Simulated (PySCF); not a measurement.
**Al: interval between two levels with spin-orbit coupling**

Wanted: the interval between two levels of aluminium, up a ladder of methods.

Method: two-component X2C-1e, generalised determinants. Code: PySCF 2.14.0.

**1. What is computed**

```
Element                                   : aluminium (Z = 13)
Basis                                     : x2c-TZVPall-2c (5s6p2d1f, 40 functions)
Hamiltonian                               : two-component X2C-1e, Gaussian nucleus, no Breit or QED terms; spin-orbit coupling, run by run: off; screened by Boettger's factors
Core shells frozen in the correlated runs : [Ne] (for Al)
State 1                                   : Al 3s2 3p1 2P3/2: [Ne] 3s2 3p1; 3p3/2 filled at m_j = +3/2
State 2                                   : Al 3s1 3p2 4P5/2: [Ne] 3s1 3p2; 3s1/2 filled at m_j = +1/2; 3p3/2 filled at m_j = +1/2, +3/2
Methods                                   : GHF, GMP2
```

The outer shells:

Al [Ne] 3s2 3p1
```
[Ne] core
3s [↑↓]
3p [↑ ][  ][  ]
```

Al [Ne] 3s1 3p2
```
[Ne] core
3s [↑ ]
3p [↑ ][↑ ][  ]
```

All steps ran in one process of a driver on top of PySCF, which takes the settings above as its task.

The driver's launch:

```sh
$ OMP_NUM_THREADS=1 python sorun2.py TASK.json OUT
```

The integrals over 40 functions and the set-up took 0.13 s of CPU time.

**2. Al 3s2 3p1 2P3/2, method by method**

**GHF (spin-free)**

Standard output:

```text
cycle= 1 E= -242.3016152640  delta_E= -242  |FDS-SDF|= 0.00724
cycle= 2 E= -242.3060413182  delta_E= -0.00443  |FDS-SDF|= 0.00371
cycle= 3 E= -242.3069075766  delta_E= -0.000866  |FDS-SDF|= 0.00139
cycle= 4 E= -242.3070259904  delta_E= -0.000118  |FDS-SDF|= 0.000329
cycle= 5 E= -242.3070330296  delta_E= -7.04e-06  |FDS-SDF|= 5.95e-05
cycle= 6 E= -242.3070335677  delta_E= -5.38e-07  |FDS-SDF|= 1.23e-05
cycle= 7 E= -242.3070336114  delta_E= -4.36e-08  |FDS-SDF|= 2.44e-06
cycle= 8 E= -242.3070336129  delta_E= -1.51e-09  |FDS-SDF|= 5.72e-07
cycle= 9 E= -242.3070336129  delta_E= -3.31e-11  |FDS-SDF|= 5.82e-08
```

It took 0.17 s on 1 thread of Neoverse-V2, shared host, the integrals not counted.

Occupied spinors (without spin-orbit coupling the j labels only name the start):

| spinor shell | electrons | mean energy (eV) | weight of the nominal j | rms radius (bohr) |
| --- | --- | --- | --- | --- |
| 1s1/2 | 2 | -1595.1 | 1.000 | 0.139 |
| 2s1/2 | 2 | -134.07 | 1.000 | 0.676 |
| 2p3/2 | 4 | -87.539 | 0.833 | 0.674 |
| 2p1/2 | 2 | -87.397 | 0.667 | 0.675 |
| 3s1/2 | 2 | -10.723 | 0.999 | 2.80 |
| 3p3/2 | 1 | -5.748 | 1.000 | 3.69 |

M_J = 3/2, ⟨J²⟩ = 3.770, ⟨L²⟩ = 2.015, ⟨S²⟩ = 0.755.

**GMP2 (spin-free)**

No log was kept for this step.

It took 0.02 s on 1 thread of Neoverse-V2, shared host, the integrals not counted.

With 3 electrons correlated and 6 very high virtual spinors dropped, the MP2 correlation energy is -0.03776 hartree. Largest pairs: 3s1/2-3s1/2 -0.0203, 3p3/2-3s1/2 -0.0174.

**GHF (screened spin-orbit)**

Standard output:

```text
cycle= 1 E= -242.3016018824  delta_E= -242  |FDS-SDF|= 0.00722
cycle= 2 E= -242.3060149607  delta_E= -0.00441  |FDS-SDF|= 0.00369
cycle= 3 E= -242.3068737155  delta_E= -0.000859  |FDS-SDF|= 0.00139
cycle= 4 E= -242.3069945880  delta_E= -0.000121  |FDS-SDF|= 0.000327
cycle= 5 E= -242.3070016448  delta_E= -7.06e-06  |FDS-SDF|= 5.92e-05
cycle= 6 E= -242.3070021757  delta_E= -5.31e-07  |FDS-SDF|= 1.22e-05
cycle= 7 E= -242.3070022194  delta_E= -4.37e-08  |FDS-SDF|= 2.47e-06
cycle= 8 E= -242.3070022209  delta_E= -1.54e-09  |FDS-SDF|= 5.61e-07
cycle= 9 E= -242.3070022210  delta_E= -3.21e-11  |FDS-SDF|= 5.81e-08
```

Time after the integrals: 0.17 s (1 thread of Neoverse-V2, shared host).

Occupied spinors:

| spinor shell | electrons | mean energy (eV) | weight of the nominal j | rms radius (bohr) |
| --- | --- | --- | --- | --- |
| 1s1/2 | 2 | -1595.1 | 1.000 | 0.139 |
| 2s1/2 | 2 | -134.08 | 1.000 | 0.676 |
| 2p1/2 | 2 | -87.765 | 0.984 | 0.673 |
| 2p3/2 | 4 | -87.363 | 0.992 | 0.675 |
| 3s1/2 | 2 | -10.726 | 0.999 | 2.80 |
| 3p3/2 | 1 | -5.742 | 1.000 | 3.70 |

M_J = 3/2, ⟨J²⟩ = 3.770, ⟨L²⟩ = 2.015, ⟨S²⟩ = 0.755.

**GMP2 (screened spin-orbit)**

This step left no log, only its results.

It took 0.01 s on 1 thread of Neoverse-V2, shared host, the integrals not counted.

With 3 electrons correlated and 6 very high virtual spinors dropped, the MP2 correlation energy is -0.03777 hartree. Largest pairs: 3s1/2-3s1/2 -0.0203, 3p3/2-3s1/2 -0.0174.

**3. Al 3s1 3p2 4P5/2: the ladder of methods**

**GHF (spin-free)**

Standard output:

```text
cycle= 1 E= -242.1651912629  delta_E= -242  |FDS-SDF|= 0.0217
cycle= 2 E= -242.2145366162  delta_E= -0.0493  |FDS-SDF|= 0.00999
cycle= 3 E= -242.2183945716  delta_E= -0.00386  |FDS-SDF|= 0.00279
cycle= 4 E= -242.2190194656  delta_E= -0.000625  |FDS-SDF|= 0.000405
cycle= 5 E= -242.2190241748  delta_E= -4.71e-06  |FDS-SDF|= 7.37e-05
cycle= 6 E= -242.2190244972  delta_E= -3.22e-07  |FDS-SDF|= 1.57e-05
cycle= 7 E= -242.2190245189  delta_E= -2.18e-08  |FDS-SDF|= 3.05e-06
cycle= 8 E= -242.2190245198  delta_E= -8.88e-10  |FDS-SDF|= 3.1e-07
```

It took 0.16 s on 1 thread of Neoverse-V2, shared host, the integrals not counted.

Occupied spinors (without spin-orbit coupling the j labels only name the start):

| spinor shell | electrons | mean energy (eV) | weight of the nominal j | rms radius (bohr) |
| --- | --- | --- | --- | --- |
| 1s1/2 | 2 | -1596.1 | 1.000 | 0.139 |
| 2s1/2 | 2 | -135.02 | 1.000 | 0.676 |
| 2p3/2 | 4 | -88.684 | 0.833 | 0.673 |
| 2p1/2 | 2 | -88.534 | 0.667 | 0.674 |
| 3s1/2 | 1 | -14.208 | 0.999 | 2.73 |
| 3p3/2 | 2 | -7.085 | 0.833 | 3.45 |

M_J = 5/2, ⟨J²⟩ = 8.756, ⟨L²⟩ = 2.006, ⟨S²⟩ = 3.750.

**GMP2 (spin-free)**

The driver printed no log here.

It took 0.01 s on 1 thread of Neoverse-V2, shared host, the integrals not counted.

With 3 electrons correlated and 6 very high virtual spinors dropped, the MP2 correlation energy is -0.00975 hartree. Largest pairs: 3p3/2-3p3/2 -0.0052, 3p3/2-3s1/2 -0.0046.

**GHF (screened spin-orbit)**

Standard output:

```text
cycle= 1 E= -242.1652366633  delta_E= -242  |FDS-SDF|= 0.0217
cycle= 2 E= -242.2144782335  delta_E= -0.0492  |FDS-SDF|= 0.00996
cycle= 3 E= -242.2183251755  delta_E= -0.00385  |FDS-SDF|= 0.00278
cycle= 4 E= -242.2189507715  delta_E= -0.000626  |FDS-SDF|= 0.000411
cycle= 5 E= -242.2189556870  delta_E= -4.92e-06  |FDS-SDF|= 7.72e-05
cycle= 6 E= -242.2189560544  delta_E= -3.67e-07  |FDS-SDF|= 2.15e-05
cycle= 7 E= -242.2189560950  delta_E= -4.06e-08  |FDS-SDF|= 9.07e-06
cycle= 8 E= -242.2189561032  delta_E= -8.27e-09  |FDS-SDF|= 4.17e-06
cycle= 9 E= -242.2189561054  delta_E= -2.13e-09  |FDS-SDF|= 1e-06
cycle= 10 E= -242.2189561055  delta_E= -1.17e-10  |FDS-SDF|= 7.37e-08
```

Time after the integrals: 0.18 s (1 thread of Neoverse-V2, shared host).

Occupied spinors:

| spinor shell | electrons | mean energy (eV) | weight of the nominal j | rms radius (bohr) |
| --- | --- | --- | --- | --- |
| 1s1/2 | 2 | -1596.1 | 1.000 | 0.139 |
| 2s1/2 | 2 | -135.03 | 1.000 | 0.676 |
| 2p1/2 | 2 | -89.050 | 0.783 | 0.673 |
| 2p3/2 | 4 | -88.435 | 0.892 | 0.673 |
| 3s1/2 | 1 | -14.210 | 0.999 | 2.73 |
| 3p3/2 | 2 | -7.083 | 0.832 | 3.46 |

M_J = 5/2, ⟨J²⟩ = 8.756, ⟨L²⟩ = 2.006, ⟨S²⟩ = 3.750. Rows whose weight is well below 1 mix j = l ± 1/2: exchange competes with spin-orbit coupling there.

**GMP2 (screened spin-orbit)**

This step left no log, only its results.

Time after the integrals: 0.01 s (1 thread of Neoverse-V2, shared host).

With 3 electrons correlated and 6 very high virtual spinors dropped, the MP2 correlation energy is -0.00975 hartree. Largest pairs: 3p3/2-3p3/2 -0.0052, 3p3/2-3s1/2 -0.0046.

**4. Differences of total energies**

Interval between two levels: Al [Ne] 3s2 3p1 [3p3/2^1, M_J = 3/2] → Al [Ne] 3s1 3p2 [3s1/2^1 3p3/2^2, M_J = 5/2].

| method | value (eV) | error (eV) | CPU time, both states (s) |
| --- | --- | --- | --- |
| GHF (spin-free) | 2.395 | -1.205 | 0.33 |
| GMP2 (spin-free) | 3.157 | -0.442 | 0.36 |
| GHF (screened spin-orbit) | 2.396 | -1.203 | 0.35 |
| GMP2 (screened spin-orbit) | 3.158 | -0.441 | 0.37 |

Reference: 3.599 eV (measured; NIST Handbook of Basic Atomic Spectroscopic Data (Sansonetti and Martin, J. Phys. Chem. Ref. Data 34, 1559 (2005))).

Times are CPU seconds on a shared host without the integrals; correlated rows include their Hartree-Fock run.

**5. What came out**

| quantity | value |
| --- | --- |
| interval between two levels, Al → 3s1 3p2 4P5/2 | GHF (spin-free) 2.395, GMP2 (screened spin-orbit) 3.158 eV; reference 3.599 |

Accuracy against cost (mean over 1 difference):

| method | mean absolute miss against the measured value (with the measured fine structure taken into account where it is known) (eV) | CPU time, both states (s) |
| --- | --- | --- |
| GHF (spin-free) | 1.205 | 0.33 |
| GMP2 (spin-free) | 0.442 | 0.36 |
| GHF (screened spin-orbit) | 1.203 | 0.35 |
| GMP2 (screened spin-orbit) | 0.441 | 0.37 |

In words: GMP2 (screened spin-orbit) lands nearest to the measured value (off by 0.44 eV), level with GMP2 (spin-free); GHF (spin-free) misses by most (1.20 eV). Spin-orbit coupling moves the difference by +0.001 eV at GMP2. All values hold for this basis alone; no basis-set limit was taken.
